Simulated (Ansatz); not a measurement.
The system is NiMoIrPdW.

```xyz
5
Lattice="2.3446 -1.4314 0.0091 2.3446 1.4314 0.0091 -2.2060 0.0000 10.9237" Properties=species:S:1:pos:R:3 pbc="T T T"
Ni    1.6857    0.0000    3.2343
Mo   -0.5221    0.0000    9.9690
Pd    0.0775    0.0000    5.3638
Ir    3.2778    0.0000    1.1936
W     1.6891    0.0000    7.5942
```

The cell was built by a generator and needn't be a form met in nature.

* Program: Ansatz 0.2.0
* Task: relaxation of cell and atoms
* Functional: PBE
* Dispersion: D4
* Potentials or basis: all-electron PAW datasets made for the crystal
* k mesh: 7 × 7 × 2
* Occupations: fermi-dirac, width 0.05 eV
* Spin: collinear spin, ferromagnetic start
* Starting moments: [1.0, 1.0, 0.0, 0.6, 0.0] μB

At the start: volume 14.68 Å³/atom.

Problem. How do energy, volume and symmetry change on relaxing?

Solution. Over 5 steps the energy falls by 6.2 meV/atom and the volume is 14.37 Å³/atom (-2.1 %); space group Cm (No. 8, to 0.05 Å); moment 0.35 μB per cell.

The path:
| step | energy change (eV) | largest force (eV/Å) | volume (Å³) |
| --- | --- | --- | --- |
| 1 | 0.0000 | 0.1530 | 73.38 |
| 2 | -0.0308 | 0.0496 | 71.96 |
| 3 | -0.0311 | 0.0108 | 71.83 |
| 4 | -0.0311 | 0.0062 | 71.84 |
| 5 | -0.0311 | 0.0062 | 71.84 |

Final structure:
```
CELL_PARAMETERS angstrom
2.33161 -1.41744 0.00525
2.33161 1.41744 0.00525
-2.21131 0.00000 10.86343
ATOMIC_POSITIONS crystal
Ni 0.49699 0.49699 0.29580
Mo 0.31278 0.31278 0.91114
Pd 0.24998 0.24998 0.49082
Ir 0.74689 0.74689 0.10750
W 0.69335 0.69335 0.69474
```

Caveat: the k mesh is coarse (spacing up to 0.37 Å⁻¹), so the values aren't converged; the k mesh is thin for a metal, which can move the energy by tens of meV per atom.
